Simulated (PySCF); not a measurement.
# C₃H₇BOSi: electronic excitations and core binding energies

Aim: predict the electronic excitations and core binding energies of C₃H₇BOSi (`CC1=CBO[SiH2]1`).

Programs: PySCF 2.14.0, with density-fitted response routines of our own. Each step states its level of theory. These are calculated values for one molecule in the gas phase, unless marked as measured. Atoms count from 0, in the outputs and in this text.

## (1) The starting structure

13 atoms, charge 0, multiplicity 1; geometry from: GFN2-xTB.

Bonds of the start (Å): C0–C1 1.49, C1–C2 1.35, C2–B3 1.56, B3–O4 1.36, O4–Si5 1.65, Si5–C1 1.90, C0–H6 1.09, C0–H7 1.09, C0–H8 1.09, C2–H9 1.08, B3–H10 1.17, Si5–H11 1.46, Si5–H12 1.46.

## (2) Ultraviolet spectrum: CAM-B3LYP/def2-SVPD

Job settings and geometry (Å):

```
{"job": {"kind": "uv", "xc": "CAM-B3LYP", "basis": "def2-SVPD", "nstates": 8, "ntriplets": 3}, "charge": 0, "multiplicity": 1}
C     -1.883959     0.338526     0.018090
C     -0.403912     0.151240    -0.000837
C      0.502878     1.141566    -0.089337
B      1.969457     0.604255    -0.090956
O      2.012259    -0.747930     0.000611
Si     0.542640    -1.492352     0.090857
H     -2.340267    -0.202164    -0.810607
H     -2.301751    -0.065258     0.939997
H     -2.152631     1.391467    -0.057794
H      0.194418     2.178722    -0.153386
H      2.968277     1.211393    -0.162332
H      0.413198    -2.344615    -1.085079
H      0.475005    -2.164363     1.383044
```

Level: TDDFT CAM-B3LYP/def2-SVPD, vertical, gas phase, core orbitals frozen in the response.

On the command line:

```console
$ OMP_NUM_THREADS=1 python probes_run.py task.json out
```

One launch serves the whole session: the jobs run in the order shown.

The log of the run:

```text
coarse grid: 11400 points
cycle   1  E = -507.6174000436  dE =  8.880e-01  |g| = 7.234e-01  |ddm| = 6.284e+00
cycle   2  E = -507.5377790624  dE =  7.962e-02  |g| = 1.005e+00  |ddm| = 2.146e+00
cycle   3  E = -507.7265035075  dE = -1.887e-01  |g| = 7.901e-02  |ddm| = 1.091e+00
cycle   4  E = -507.7277593463  dE = -1.256e-03  |g| = 3.786e-02  |ddm| = 2.150e-01
cycle   5  E = -507.7281571919  dE = -3.978e-04  |g| = 4.119e-03  |ddm| = 8.779e-02
cycle   6  E = -507.7281624852  dE = -5.293e-06  |g| = 1.795e-03  |ddm| = 1.328e-02
final grid: 105576 points
cycle   7  E = -507.8136897783  dE = -2.797e-05  |g| = 3.453e-03  |ddm| = 7.504e-02
cycle   8  E = -507.8136895467  dE =  2.315e-07  |g| = 3.739e-03  |ddm| = 1.552e-02
cycle   9  E = -507.8136932051  dE = -3.658e-06  |g| = 4.862e-04  |ddm| = 6.595e-03
cycle  10  E = -507.8136932596  dE = -5.448e-08  |g| = 1.931e-04  |ddm| = 1.001e-03
cycle  11  E = -507.8136932691  dE = -9.519e-09  |g| = 4.182e-05  |ddm| = 4.297e-04
cycle  12  E = -507.8136932696  dE = -5.418e-10  |g| = 1.582e-05  |ddm| = 1.107e-04
converged SCF energy = -507.8136932696

Static polarisability (au): isotropic 73.191, principal 56.350 76.607 86.617

Singlet excitations
state   eV       nm        f      main configurations
  1   5.6362    220.0   0.00083   H-1->L 0.96
  2   5.7714    214.8   0.17765   H->L 0.95
  3   5.9149    209.6   0.00409   H-2->L 0.95
  4   6.9020    179.6   0.00086   H->L+1 0.95
  5   7.2962    169.9   0.00793   H->L+2 0.88
  6   7.4913    165.5   0.01851   H-2->L+1 0.65, H-3->L 0.28
  7   7.6755    161.5   0.13000   H-3->L 0.63, H-2->L+1 0.23
  8   7.8955    157.0   0.00026   H-4->L 0.79

Triplet excitations (Tamm-Dancoff, eV): 3.7578 5.1707 5.4195
```

Wall time 26 s (1 thread of Arm Neoverse V2, shared host); peak memory 0.78 GiB.

The orbitals next to the gap, with their largest atomic shares:

```tsv
orbital	eV	atoms
HOMO−3	-10.87	O4 30 %, Si5 27 %, H11 17 %
HOMO−2	-10.02	C1 32 %, Si5 20 %, C0 11 %
HOMO−1	-9.93	O4 26 %, B3 24 %, C2 21 %
HOMO	-9.06	C2 35 %, C1 32 %, O4 8 %
LUMO	-0.21	C1 24 %, B3 24 %, C2 20 %
LUMO+1	0.88	Si5 36 %, H11 11 %, H12 11 %
LUMO+2	1.10	B3 23 %, Si5 23 %, C0 14 %
```

With each of the 8 states as a Gaussian band of 0.4 eV half-width at 1/e, the curve within the window shown has maxima at 214 nm (ε 7,400), 162 nm (ε 6,000) L/(mol cm). Beyond the last state computed it falls off for lack of states. The curve at chosen wavelengths:

```csv
nm,ε (L/mol/cm)
151,1013
155,3090
159,5413
162,6037
166,4923
170,2895
174,1329
177,662
181,247
185,125
189,207
192,454
196,1190
200,2510
204,4285
207,5638
211,6972
215,7359
219,6742
222,5805
226,4297
230,2866
234,1742
237,1134
241,599
245,296
```

Further results of this job:

```tsv
property	computed
dipole moment (D)	2.39
polarisability (Å³)	10.85
HOMO–LUMO gap (eV)	8.85
−ε(HOMO) (eV)	9.06
```

## (3) Core-electron binding energies: SCAN, X2C

Same as in step 2 but for these lines:

```diff
@@ -1,2 +1,2 @@
-{"job": {"kind": "uv", "xc": "CAM-B3LYP", "basis": "def2-SVPD", "nstates": 8, "ntriplets": 3}, "charge": 0, "multiplicity": 1}
+{"job": {"kind": "xps"}, "charge": 0, "multiplicity": 1}
 C     -1.883959     0.338526     0.018090
```

Level: delta-SCF UKS SCAN, pcX-2 on the ionised atom, pcseg-1 elsewhere, spin-free X2C.

The log of the run:

```text
ground state, core basis on atom 0 (C), 154 functions
  cycle   1  E = -508.53343877  |g| = 7.72e-01
  cycle   2  E = -508.21849978  |g| = 1.45e+00
  cycle   3  E = -508.65065966  |g| = 2.37e-01
  cycle   4  E = -508.66329574  |g| = 6.29e-02
  cycle   5  E = -508.66411507  |g| = 3.45e-02
  cycle   6  E = -508.66441631  |g| = 1.10e-02
  cycle   7  E = -508.66444987  |g| = 3.13e-03
  cycle   8  E = -508.66445235  |g| = 7.78e-04
  cycle   9  E = -508.66445265  |g| = 1.68e-04
  E(ground) = -508.70621435 Eh
hole in C 1s of atom 0
  cycle   1  E = -497.41552489  |g| = 1.50e+00
  cycle   2  E = -496.74003821  |g| = 1.80e+00
  cycle   3  E = -497.85492427  |g| = 4.83e-01
  cycle   4  E = -497.87778496  |g| = 4.21e-01
  cycle   5  E = -497.97486950  |g| = 5.09e-02
  cycle   6  E = -497.97572404  |g| = 2.25e-02
  cycle   7  E = -497.97598051  |g| = 9.12e-03
  cycle   8  E = -497.97602068  |g| = 5.59e-03
  cycle   9  E = -497.97603461  |g| = 1.87e-03
  cycle  10  E = -497.97603946  |g| = 1.01e-03
  cycle  11  E = -497.97604136  |g| = 5.86e-04
  cycle  12  E = -497.97604314  |g| = 4.17e-04
  E(ion) = -498.01647563 Eh   <S^2> = 0.7680   hole on atom = 1.000   binding energy = 290.883 eV
ground state, core basis on atom 1 (C), 154 functions
  cycle   1  E = -508.66715524  |g| = 5.94e-02
  cycle   2  E = -508.66703839  |g| = 3.11e-02
  cycle   3  E = -508.66698775  |g| = 3.33e-02
  cycle   4  E = -508.66724869  |g| = 1.00e-02
  cycle   5  E = -508.66727726  |g| = 8.27e-04
  cycle   6  E = -508.66727652  |g| = 2.97e-04
  E(ground) = -508.70943336 Eh
hole in C 1s of atom 1
  cycle   1  E = -497.40741761  |g| = 1.52e+00
  cycle   2  E = -496.14981007  |g| = 2.16e+00
  cycle   3  E = -497.85980688  |g| = 5.68e-01
  cycle   4  E = -497.91638124  |g| = 4.60e-01
  cycle   5  E = -497.99532725  |g| = 1.25e-01
  cycle   6  E = -498.00060155  |g| = 5.04e-02
  cycle   7  E = -498.00204864  |g| = 1.32e-02
  cycle   8  E = -498.00222271  |g| = 5.49e-03
  cycle   9  E = -498.00228731  |g| = 4.46e-03
  cycle  10  E = -498.00234975  |g| = 3.30e-03
  cycle  11  E = -498.00239093  |g| = 1.92e-03
  cycle  12  E = -498.00240450  |g| = 9.55e-04
  cycle  13  E = -498.00240722  |g| = 4.17e-04
  E(ion) = -498.04333389 Eh   <S^2> = 0.8343   hole on atom = 1.000   binding energy = 290.239 eV
ground state, core basis on atom 2 (C), 154 functions
  cycle   1  E = -508.66550809  |g| = 6.07e-02
  cycle   2  E = -508.66492408  |g| = 5.40e-02
  cycle   3  E = -508.66519807  |g| = 4.22e-02
  cycle   4  E = -508.66567708  |g| = 7.21e-03
  cycle   5  E = -508.66569048  |g| = 1.32e-03
  cycle   6  E = -508.66569114  |g| = 3.91e-04
  E(ground) = -508.70828820 Eh
hole in C 1s of atom 2
  cycle   1  E = -497.43725025  |g| = 1.51e+00
  cycle   2  E = -496.44708692  |g| = 1.98e+00
  cycle   3  E = -497.92524910  |g| = 4.53e-01
  cycle   4  E = -497.97802584  |g| = 3.34e-01
  cycle   5  E = -498.01885338  |g| = 1.07e-01
  cycle   6  E = -498.02337576  |g| = 2.50e-02
  cycle   7  E = -498.02368061  |g| = 1.03e-02
  cycle   8  E = -498.02373672  |g| = 5.66e-03
  cycle   9  E = -498.02375604  |g| = 1.79e-03
  cycle  10  E = -498.02376167  |g| = 1.00e-03
  cycle  11  E = -498.02376260  |g| = 3.06e-04
  E(ion) = -498.06475967 Eh   <S^2> = 0.7816   hole on atom = 1.000   binding energy = 289.625 eV
ground state, core basis on atom 3 (B), 154 functions
  cycle   1  E = -508.66096747  |g| = 5.29e-02
  cycle   2  E = -508.66036273  |g| = 5.66e-02
  cycle   3  E = -508.66097470  |g| = 2.98e-02
  cycle   4  E = -508.66120392  |g| = 8.37e-03
  cycle   5  E = -508.66121765  |g| = 2.46e-03
  cycle   6  E = -508.66121964  |g| = 3.41e-04
  E(ground) = -508.70368909 Eh
hole in B 1s of atom 3
  cycle   1  E = -501.05021789  |g| = 1.17e+00
  cycle   2  E = -499.74319822  |g| = 1.80e+00
  cycle   3  E = -501.31696325  |g| = 4.64e-01
  cycle   4  E = -501.36089044  |g| = 4.18e-01
  cycle   5  E = -501.45284005  |g| = 1.34e-01
  cycle   6  E = -501.46013952  |g| = 5.32e-02
  cycle   7  E = -501.46126599  |g| = 2.05e-02
  cycle   8  E = -501.46150057  |g| = 6.99e-03
  cycle   9  E = -501.46153509  |g| = 3.59e-03
  cycle  10  E = -501.46154950  |g| = 2.02e-03
  cycle  11  E = -501.46155457  |g| = 1.14e-03
  cycle  12  E = -501.46155625  |g| = 4.83e-04
  E(ion) = -501.50443183 Eh   <S^2> = 0.8022   hole on atom = 1.000   binding energy = 195.902 eV
ground state, core basis on atom 4 (O), 154 functions
  cycle   1  E = -508.69817012  |g| = 1.10e-01
  cycle   2  E = -508.69591200  |g| = 1.29e-01
  cycle   3  E = -508.69838990  |g| = 5.24e-02
  cycle   4  E = -508.69886018  |g| = 7.65e-03
  cycle   5  E = -508.69887594  |g| = 2.56e-03
  cycle   6  E = -508.69887779  |g| = 6.30e-04
  cycle   7  E = -508.69887783  |g| = 1.32e-04
  E(ground) = -508.73753768 Eh
hole in O 1s of atom 4
  cycle   1  E = -488.10203984  |g| = 2.23e+00
  cycle   2  E = -487.58448163  |g| = 2.21e+00
  cycle   3  E = -488.83141652  |g| = 4.74e-01
  cycle   4  E = -488.81723327  |g| = 4.17e-01
  cycle   5  E = -488.92645357  |g| = 8.16e-02
  cycle   6  E = -488.92942201  |g| = 4.17e-02
  cycle   7  E = -488.93034604  |g| = 6.76e-03
  cycle   8  E = -488.93036488  |g| = 3.86e-03
  cycle   9  E = -488.93037093  |g| = 1.31e-03
  cycle  10  E = -488.93037292  |g| = 3.48e-04
  E(ion) = -488.97033199 Eh   <S^2> = 0.7615   hole on atom = 1.000   binding energy = 537.893 eV
ground state, core basis on atom 5 (Si), 165 functions
  cycle   1  E = -508.76541386  |g| = 3.03e-01
  cycle   2  E = -508.76057403  |g| = 1.92e-01
  cycle   3  E = -508.75980958  |g| = 1.95e-01
  cycle   4  E = -508.76718349  |g| = 2.09e-02
  cycle   5  E = -508.76726012  |g| = 8.79e-03
  cycle   6  E = -508.76728311  |g| = 1.51e-03
  cycle   7  E = -508.76728122  |g| = 4.69e-04
  E(ground) = -508.76773621 Eh
hole in Si 1s of atom 5
  cycle   1  E = -439.82304533  |g| = 4.35e+00
  cycle   2  E = -439.36029821  |g| = 2.38e+00
  cycle   3  E = -440.00084969  |g| = 1.15e+00
  cycle   4  E = -440.72219620  |g| = 5.05e-01
  cycle   5  E = -440.81971385  |g| = 3.23e-01
  cycle   6  E = -440.87665212  |g| = 6.42e-02
  cycle   7  E = -440.87834559  |g| = 3.60e-02
  cycle   8  E = -440.87890967  |g| = 1.39e-02
  cycle   9  E = -440.87898200  |g| = 4.97e-03
  cycle  10  E = -440.87899346  |g| = 1.55e-03
  cycle  11  E = -440.87899446  |g| = 4.54e-04
  E(ion) = -440.88705254 Eh   <S^2> = 0.7522   hole on atom = 1.000   binding energy = 1847.127 eV
hole in Si 2p of atom 5
  cycle   1  E = -504.48146988  |g| = 1.24e+00
  cycle   2  E = -504.09961843  |g| = 1.30e+00
  cycle   3  E = -504.66193626  |g| = 4.70e-01
  cycle   4  E = -504.77084424  |g| = 2.40e-01
  cycle   5  E = -504.79792804  |g| = 9.59e-02
  cycle   6  E = -504.80273688  |g| = 2.94e-02
  cycle   7  E = -504.80321513  |g| = 7.17e-03
  cycle   8  E = -504.80323367  |g| = 4.49e-03
  cycle   9  E = -504.80324045  |g| = 1.63e-03
  cycle  10  E = -504.80324109  |g| = 4.71e-04
  E(ion) = -504.81496836 Eh   <S^2> = 0.7517   hole on atom = 1.002   binding energy = 107.560 eV
  2p3/2 = 107.298 eV   2p1/2 = 107.924 eV
```

Run time: 73 s. Hardware: 1 thread of Arm Neoverse V2, shared host; peak memory 0.68 GiB.

Binding energies by hole, beside the orbital energy of the ground state; the difference holds orbital relaxation and, for a density functional, its self-interaction error:

```tsv
hole	stands for	environment	ΔSCF (eV; 2p as the shell's mean)	−ε (eV)	⟨S²⟩
C1s on C0	C0	allylic methyl carbon	290.88	273.7	0.768
C1s on C1	C1	fully substituted alkene carbon	290.24	274.0	0.834
C1s on C2	C2	alkene CH	289.63	273.2	0.782
B1s on B3	B3	boron bonded to C, O, H, in a 5-membered ring	195.90	180.2	0.802
O1s on O4	O4	oxygen bonded to B, Si, in a 5-membered ring	537.89	516.4	0.762
Si1s on Si5	Si5	silicon bonded to C, O, 2 H, in a 5-membered ring	1847.13	1793.9	0.752
Si2p on Si5	Si5	silicon bonded to C, O, 2 H, in a 5-membered ring	107.51	96.7	0.752
```

With the spin-orbit splitting: Si5 2p3/2 107.30, 2p1/2 107.92 eV. The table gives each 2p level as the mean over the whole 2p shell (two parts 2p3/2, one part 2p1/2), which differs a little from the single hole in the log.

## (4) Results

| quantity | value |
| --- | --- |
| lowest singlet (CAM-B3LYP/def2-SVPD) | 5.64 eV (220 nm), f = 0.001 |
| brightest single state of those computed | state 2, 5.77 eV, f = 0.178 |
| lowest triplet | 3.76 eV |
| C1s binding energies, SCAN/pcX-2 | C0 290.88, C1 290.24, C2 289.63 eV |
| B1s binding energies, SCAN/pcX-2 | B3 195.90 eV |
| O1s binding energies, SCAN/pcX-2 | O4 537.89 eV |
| Si1s binding energies, SCAN/pcX-2 | Si5 1847.13 eV |
| Si2p binding energies, SCAN/pcX-2 | Si5 107.51 eV |

The lowest singlet, at 5.64 eV, is HOMO−1→LUMO 0.96 and is dark; of the 8 states computed, the strongest absorption comes from state 2 at 5.77 eV. The lowest triplet lies 1.88 eV below the lowest singlet (triplets in Tamm-Dancoff, singlets in full TDDFT). C0 (allylic methyl carbon) binds its C1s electron 1.26 eV more tightly than C2 (alkene CH).
